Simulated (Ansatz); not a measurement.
**CH₄GeN (doublet): the correlation ladder at distance Ge1–H5 along a hydrogen transfer = 1.534 Å, cc-pVDZ**

How much of the correlation energy of CH₄GeN (doublet) does each wave-function method recover here?

Method: cc-pVDZ, core rule «outside noble gas», up to 16 orbitals frozen; program: Ansatz 0.2.0, Gaussian basis.

Plan: UHF; CCSD(T) on ROHF; CCSD(T) on UHF; BCCD(T) on ROHF; CISD; CCSDT(Q) on ROHF; CCSDT(Q) on UHF; CASSCF and MRCISD+Q, 3 electrons in 3 orbitals; CASSCF and NEVPT2, 3 electrons in 3 orbitals; CASSCF and MRCISD+Q, 9 electrons in 9 orbitals; CASSCF and NEVPT2, 9 electrons in 9 orbitals.

**1. The geometry**

The geometry derives from fragments relaxed apart (PBE0/def2-TZVP) and kept rigid, so it is no stationary point. A hydrogen atom is moved between rigid fragments. No spin-orbit coupling is included. The filled d shell of Ge may be among the frozen orbitals whatever the setting's name suggests; the logs give the count.

7 atoms, charge 0, spin multiplicity 2.

Atoms are counted from 1 here; the program's logs count them from 0.

Bond lengths: Ge1–H2 1.534 Å, Ge1–H3 1.534 Å, Ge1–H4 1.534 Å, Ge1–H5 1.534 Å, N6–C7 1.160 Å. Angles: H2–Ge1–H3 109.5°, H2–Ge1–H4 109.5°, H2–Ge1–H5 109.5°, H3–Ge1–H4 109.5°, H3–Ge1–H5 109.5°, H4–Ge1–H5 109.5°.

**2. UHF**

Contents of in.yaml:

```yaml
crystal:
  periodic: [false, false, false]
  atoms:
    - {symbol: Ge, position_ang: [-0.996605, 0.000000, 0.000000]}
    - {symbol: H, position_ang: [-1.508055, 1.446599, 0.000000]}
    - {symbol: H, position_ang: [-1.508055, -0.723300, 1.252792]}
    - {symbol: H, position_ang: [-1.508055, -0.723299, -1.252792]}
    - {symbol: H, position_ang: [0.537745, 0.000000, 0.000000]}
    - {symbol: N, position_ang: [3.472479, 0.000000, 0.000000]}
    - {symbol: C, position_ang: [2.312395, 0.000000, 0.000000]}
basis:
  gaussian: {orbitals: cc-pVDZ}
magnetization: {spin_polarized: true, initial_magnetization: 1}
hamiltonian: {xc: hf}
output: {orbitals: {seedname: orbitals}}
```

Run with:

```bash
ansatz run in.yaml --threads 1 --pin off --events-out ev --progress --plain --max-ram 3968MiB --backend cpu
```

Further steps of the session: CCSD(T) on ROHF; CCSD(T) on UHF; BCCD(T) on ROHF; CISD; CCSDT(Q) on ROHF; CCSDT(Q) on UHF; CASSCF and MRCISD+Q, 3 electrons in 3 orbitals; CASSCF and NEVPT2, 3 electrons in 3 orbitals; CASSCF and MRCISD+Q, 9 electrons in 9 orbitals; CASSCF and NEVPT2, 9 electrons in 9 orbitals.

Q: Predict the results of all the runs planned. Wanted: RCCSDT(Q) below the RHF energy; RMP2 from RCCSDT(Q); UMP2 from RCCSDT(Q); RCCSD from RCCSDT(Q); RCCSD(T) from RCCSDT(Q); UCCSD(T) from RCCSDT(Q); UCCSDT(Q) from RCCSDT(Q); NEVPT2 pair from RCCSDT(Q); MRCISD+Q pair from RCCSDT(Q).

As calculated:

| quantity | value |
| --- | --- |
| RCCSDT(Q) below the RHF energy | -12.1777 eV |
| RMP2 from RCCSDT(Q) | +1546.6 meV |
| UMP2 from RCCSDT(Q) | +2221.3 meV |
| RCCSD from RCCSDT(Q) | +529.2 meV |
| RCCSD(T) from RCCSDT(Q) | +78.4 meV |
| UCCSD(T) from RCCSDT(Q) | +113.1 meV |
| UCCSDT(Q) from RCCSDT(Q) | -4.5 meV |
| NEVPT2 pair from RCCSDT(Q) | +1607.7 meV |
| MRCISD+Q pair from RCCSDT(Q) | +417.4 meV |
| NEVPT2 frontier from RCCSDT(Q) | +1677.5 meV |
| levels within 1 kcal/mol (43 meV) | UCCSDT(Q) |
| T1 diagnostic | 0.032 |

In words: RCCSD(T) misses by +78.4 meV, 0.6 % of the correlation energy. CCSD(T) misses by +78.4 meV on the restricted determinant and by +113.1 meV on the unrestricted one; the two need not hold the same state or core. Of the multireference levels listed MRCISD+Q frontier comes nearest in total energy (+106.7 meV), which doesn't show that its space is the better one. These misses are within one basis, not against nature; the frozen cores of restricted and unrestricted runs differ, which can shift their rows.
